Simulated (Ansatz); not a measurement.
From input file to script: GdRh, space group Pm-3m in Ansatz 0.2.0.

```yaml
crystal:
  lattice:
    - [3.435, 0.0, 0.0]
    - [0.0, 3.435, 0.0]
    - [0.0, 0.0, 3.435]
  atoms:
    - { symbol: Gd, position: [0.0, 0.0, 0.0], spin: 4.9 }
    - { symbol: Rh, position: [0.5, 0.5, 0.5] }
magnetization:
  spin_polarized: true
kpoints:
  mp_grid: { grid: [7, 7, 7] }
hamiltonian:
  xc: pbesol
scf:
  occupations: { method: gaussian, width: 0.05 }
basis:
  ecutwfc: 420
output:
  forces: true
  stress: true
```

The program run on that file:
```console
$ ansatz run input.yaml --threads 1 --pin off --max-ram 3072MiB --backend cpu --events-out ev --progress --plain --runs-dir out
Warning: where an SCF of this run starts from atoms to list the orders of its open shells, Gd (site 0, from 0) starts with 6.64 μB on its 4f shell, in the place of the 4.90 μB that the deck gives it: an open f shell starts with all that it can hold by Hund's first rule. To start from spheres of the given moment, type scf.initial_density.shell_occupations: []
Engine: ansatz 0.2.0, aarch64-unknown-linux-gnu
Pseudopotentials: kind: paw
Pseudopotential: Gd, paw, valence charge 18, recommended cutoff 420 eV (normal), Gd.paw.azcp
Pseudopotential: Rh, paw, valence charge 17, recommended cutoff 420 eV (normal), Rh.paw.azcp
Functional definition: PBEsol
  exchange = pbesol_x
  correlation = pbesol_c
Crystal: 2 atoms, lattice volume = 40.530 Å³
Basis set: ecut = 420 eV, 751 PW (Γ), exchange–correlation on 48×48×48 points (8 copies of the dense FFT grid, shifted against one another)
Bands: 24, of which v1, the nominal top of the filled ones, is band 18 counted from 1 (17 counted from 0)
Symmetry: 48 space group operations
Space group: Pm-3m (ITA 221), of the structure as read, at distance tolerance 3.4e-5 Å
Magnetic group: BNS 221.92 (UNI 1594), of the structure as read, at distance tolerance 3.4e-5 Å
k-points: 20 of 343
Non-local potential: Gd, projectors of the file, l = 0: 3, l = 1: 2, l = 2: 2, l = 3: 3
Non-local potential: Rh, projectors of the file, l = 0: 3, l = 1: 2, l = 2: 2, l = 3: 1
PAW form: soft (Blöchl's): semilocal exchange-correlation on the pseudo side does not see the compensation charge
PAW frozen core: Gd, regenerated for the run's functional, and the local potential with it (the file was generated under x = pbe(κ = 0.804, μ = 0.2195149727645171), c = pbe(β = 0.06672455060314922))
PAW frozen core: Rh, regenerated for the run's functional, and the local potential with it (the file was generated under x = pbe(κ = 0.804, μ = 0.2195149727645171), c = pbe(β = 0.06672455060314922))
PAW one-centre angular grid: Gd, 590 points (default); XC on 64 Gauss nodes
PAW one-centre angular grid: Rh, 590 points (default); XC on 64 Gauss nodes
Initial density: superposition of atomic densities (chi_scale 0.1, normalization cell, long waves kept (reshape's long-wave potential 0.00 eV rms))
Starting moments: Σ|m| = 4.9 μB on 1 of 2 sites
Initial wavefunctions: pseudopotential atomic-orbital guess
Functional: x = pbesol(κ = 0.804, μ = 0.12345679012345678), c = pbesol(β = 0.046)
SCF iter   1: F=—  HF=-15575.719857 eV  |F-HF|=—  |Δ(HF+E_count)|=         —  Δρ=1.71e-1 (↑1.71e-1 ↓1.54e-1)  dr2=7.48e1  dr2_m=4.49e-2  M=6.652 μB ∫|m|=7.056 μB  β_m=0.30  ethr=3.10e-3  ⟨swp⟩=5.2  Hψ=3619  notcnv=0
Mixer restart at iter 1: flushing history
preconditioner: auto → Kerker (q_TF=auto, 2.662 Å⁻¹)  [metal: Δε(μ)=0.026 eV  Ē_g=8.965 eV  σ=0.050 eV  W_gap=0.29  n_scr=18 (ndim 8)  ℏωp=29.2 eV  f_vac=0.000  D(μ)=2.19/eV (n_scr^D=18)]
spin=Collinear: Kerker preconditioning applied to the charge; magnetization (m = ρ↑ − ρ↓) channel mixes plain (no charge-response kernel on spin).
SCF iter   2: F=—  HF=-15567.741078 eV  |F-HF|=—  |Δ(HF+E_count)|=    7.98e0  Δρ=2.10e-2 (↑1.67e-2 ↓2.10e-2)  dr2=2.18e-1  dr2_m=6.51e-2  M=6.924 μB ∫|m|=6.928 μB  β_m=0.30  ethr=3.10e-3  ⟨swp⟩=3.5  Hψ=2492  notcnv=0  defer=24
SCF iter   3: F=—  HF=-15567.823953 eV  |F-HF|=—  |Δ(HF+E_count)|=   8.29e-2  Δρ=1.67e-2 (↑1.48e-2 ↓1.67e-2)  dr2=5.29e-2  dr2_m=5.75e-2  M=6.967 μB ∫|m|=6.967 μB  β_m=0.65  ethr=6.23e-4  ⟨swp⟩=2.6  Hψ=2183  notcnv=0  defer=25
SCF iter   4: F=—  HF=-15568.048127 eV  |F-HF|=—  |Δ(HF+E_count)|=   2.24e-1  Δρ=1.61e-2 (↑7.08e-3 ↓1.61e-2)  dr2=1.59e-1  dr2_m=2.03e-2  M=7.018 μB ∫|m|=7.018 μB  β_m=0.83  ethr=1.51e-4  ⟨swp⟩=2.5  Hψ=2183  notcnv=0  defer=24
SCF iter   5: F=—  HF=-15568.224397 eV  |F-HF|=—  |Δ(HF+E_count)|=   1.76e-1  Δρ=7.07e-3 (↑3.48e-3 ↓7.07e-3)  dr2=3.36e-2  dr2_m=7.16e-3  M=7.062 μB ∫|m|=7.080 μB  β_m=0.91  ethr=1.51e-4  ⟨swp⟩=3.7  Hψ=2268  notcnv=0  defer=24
SCF iter   6: F=—  HF=-15568.227277 eV  |F-HF|=—  |Δ(HF+E_count)|=   2.88e-3  Δρ=2.30e-3 (↑1.50e-3 ↓2.30e-3)  dr2=3.82e-3  dr2_m=2.29e-4  M=7.071 μB ∫|m|=7.144 μB  β_m=0.88  ethr=9.61e-5  ⟨swp⟩=2.0  Hψ=1916  notcnv=0  defer=24
SCF iter   7: F=—  HF=-15568.231192 eV  |F-HF|=—  |Δ(HF+E_count)|=   3.91e-3  Δρ=7.05e-4 (↑5.67e-4 ↓7.05e-4)  dr2=1.35e-3  dr2_m=9.06e-6  M=7.067 μB ∫|m|=7.133 μB  β_m=0.94  ethr=1.09e-5  ⟨swp⟩=2.0  Hψ=1616  notcnv=0  defer=24
SCF iter   8: F=—  HF=-15568.231033 eV  |F-HF|=—  |Δ(HF+E_count)|=   1.60e-4  Δρ=3.00e-4 (↑2.25e-4 ↓3.00e-4)  dr2=1.62e-4  dr2_m=7.54e-6  M=7.065 μB ∫|m|=7.132 μB  β_m=0.97  ethr=3.86e-6  ⟨swp⟩=1.5  Hψ=980  notcnv=0  defer=24
SCF iter   9: F=—  HF=-15568.231027 eV  |F-HF|=—  |Δ(HF+E_count)|=   5.69e-6  Δρ=6.80e-5 (↑2.85e-5 ↓6.80e-5)  dr2=4.27e-6  dr2_m=3.14e-7  M=7.064 μB ∫|m|=7.135 μB  β_m=0.98  ethr=4.63e-7  ⟨swp⟩=2.0  Hψ=1420  notcnv=0  defer=24
SCF iter  10: F=—  HF=-15568.231053 eV  |F-HF|=—  |Δ(HF+E_count)|=   2.62e-5  Δρ=1.47e-5 (↑6.78e-6 ↓1.47e-5)  dr2=1.65e-7  dr2_m=2.10e-8  M=7.064 μB ∫|m|=7.136 μB  β_m=0.99  ethr=1.22e-8  ⟨swp⟩=2.0  Hψ=1529  notcnv=0  defer=24
SCF iter  11: F=-15568.231053 eV  HF=-15568.231053 eV  |F-HF|=8.31e-8  |Δ(HF+E_count)|=   1.31e-8  Δρ=8.18e-6 (↑8.18e-6 ↓5.45e-6)  dr2=9.27e-8  dr2_m=3.82e-9  M=7.064 μB ∫|m|=7.136 μB  ethr=2.86e-10  ⟨swp⟩=3.2  Hψ=3649  notcnv=0
SCF 1 converged in 11 iterations: F = -15568.231053 eV  dr2 = 9.27e-8
  greatest PAW one-centre occupation: 1.000 electrons in one spin orbital (limit 2), on the Rh atom at site 1 (counted from 0), in its partial waves of l = 0
SCF converged after 11 iterations
Magnetization: 7.0640 μB (21.0320 up, 13.9680 down)
Absolute magnetization: 7.1358 μB (∫|ρ↑−ρ↓|, with the PAW one-centre terms)
Spin contamination: 0.0239 ħ² per cell (⟨S²⟩ above its minimum at these occupations)
Per-site moments (μB) at R_I (Å): [(6.9574361713722, 1.227103870574813), (-0.028115045406718085, 1.227103870574813)]
Free energy (F): -15568.231053 eV
Harris-Foulkes:  -15568.231053 eV  (|F-HF|=8.31e-8)
Internal energy: -15568.229813 eV  (E = F + TS)
E sigma→0 (E₀):  -15568.230433 eV
Entropy (-TS):   -0.001240 eV (-0.620 meV/atom)
Fermi energy:    17.337667 eV
--- Per-component energies (eV) ---
  E_band       = -89.046944
  E_kinetic    = 979.842130
  E_local      = -3593.889891  (includes V_loc(G=0)·N_el)
  E_nonlocal   = 652.376551
  E_hartree    = 1392.426011
  E_xc         = -452.803532
  E_vxc        = -531.092692  (∫ρ·V_xc dr)
  E_paw        = -9872.897610  (= ΣΔE_a)
  E_vpaw       = -381.142478  (= ΣTr[D̂ρ^β])
  E_aug_tail   = 0.000850  (compensation charges beyond the density's cutoff)
  E_ewald      = -4674.221692
  E_core_change = 0.937371  (= ΣΔE_core)
  E_smearing   = -0.001240  (= −TS)
  E_closure    = 0.000000  (closes the sum)
  Σ components = -15568.231053   (vs F -15568.231053, Δ=0.00e0)
--- Forces (eV/Å), atoms counted from 1 ---
  atom   1  Gd    -0.00000000     0.00000000     0.00000000
  atom   2  Rh     0.00000000    -0.00000000     0.00000000
  max |Σ_I F_I| component: 9.86e-30 eV/Å
--- Stress (GPa, compression-positive) ---
       -2.937375       0.000000       0.000000
        0.000000      -2.937375      -0.000000
        0.000000       0.000000      -2.937375
  P = ⅓ Tr σ = -2.9374 GPa (-29.374 kbar)
```

Script `gdrh_deck.py`:
```python
'''Single point of GdRh through the engine session.'''

import json

import ansatz as az
import numpy as np


def main() -> None:
    settings = {
        'crystal': {
            'lattice': [[3.435, 0.0, 0.0], [0.0, 3.435, 0.0], [0.0, 0.0, 3.435]],
            'atoms': [
                {'symbol': 'Gd', 'position': [0.0, 0.0, 0.0], 'spin': 4.9},
                {'symbol': 'Rh', 'position': [0.5, 0.5, 0.5]},
            ],
        },
        'magnetization': {'spin_polarized': True},
        'kpoints': {'mp_grid': {'grid': [7, 7, 7]}},
        'hamiltonian': {'xc': 'pbesol'},
        'scf': {'occupations': {'method': 'gaussian', 'width': 0.05}},
        'basis': {'ecutwfc': 420},
        'output': {'forces': True, 'stress': True},
    }

    outcome = az.Session.from_dict(settings).plan().execute()
    r = outcome.report

    print(f'free energy      {r["free_energy_ev"]:.5f} eV')
    print(f'per atom         {r["free_energy_ev"] / len(outcome.lattice.sites):.5f} eV')
    print(f'SCF iterations   {r["n_iterations"]}  (converged: {r["converged"]})')

    # forces, one row an atom
    forces = np.array(r['forces_ev_ang'])
    norms = np.linalg.norm(forces, axis=1)
    print('largest force {:.4f} eV/A on atom {}'.format(norms.max(), norms.argmax()))
    print(np.array2string(forces, precision=4, suppress_small=True))

    # pressure is a third of the trace
    stress = np.array(r['stress_gpa'])
    print(f'pressure {np.trace(stress) / 3:.3f} GPa')
    print('stress tensor, GPa, positive in compression')
    print(np.round(stress, 3) + 0.0)

    print(f'net moment {r["magnetization_mub"]:.3f} muB, absolute {r["absolute_magnetization_mub"]:.3f} muB')
    for index, (site, m) in enumerate(zip(outcome.lattice.sites, r['site_moments_mub'])):
        print(f'  {index:2d} {site.symbol:2s} {m:7.3f}')

    keep = ['free_energy_ev', 'energy_sigma0_ev', 'fermi_energy_ev', 'n_iterations', 'converged', 'magnetization_mub', 'n_kpoints']
    with open('gdrh.json', 'w') as handle:
        json.dump({key: r[key] for key in keep}, handle, indent=1)


if __name__ == '__main__':
    main()
```

```console
$ python gdrh_deck.py
DeckWarning: where an SCF of this run starts from atoms to list the orders of its open shells, Gd (site 0, from 0) starts with 6.64 μB on its 4f shell, in the place of the 4.90 μB that the deck gives it: an open f shell starts with all that it can hold by Hund's first rule. To start from spheres of the given moment, type scf.initial_density.shell_occupations: []
free energy      -15568.23105 eV
per atom         -7784.11553 eV
SCF iterations   11  (converged: True)
largest force 0.0000 eV/A on atom 1
[[-0.  0.  0.]
 [ 0. -0.  0.]]
pressure -2.937 GPa
stress tensor, GPa, positive in compression
[[-2.937  0.     0.   ]
 [ 0.    -2.937  0.   ]
 [ 0.     0.    -2.937]]
net moment 7.064 muB, absolute 7.136 muB
   0 Gd   6.957
   1 Rh  -0.028
```
(Warnings from the package without file and line.)

Absolute energies stand on the zero of these potentials, so only differences at equal settings mean something. Open f shells: without a Hubbard U, without spin-orbit coupling; the state reached hangs on the start and needn't be the lowest. For a metal this k-point mesh is coarse: on a finer one energies can move by several to tens of meV an atom and pressures by half a GPa or more, differences at one mesh by less. The structure is a deposited one; some such entries were measured under pressure or heat, so a shift against it needn't be the functional's error alone. Finished in 4.5 s on 1 thread of Arm Neoverse V1, with other jobs on the host, peak memory 0.42 GiB.

(Lines on the test bed's own set-up are left out of the output.)
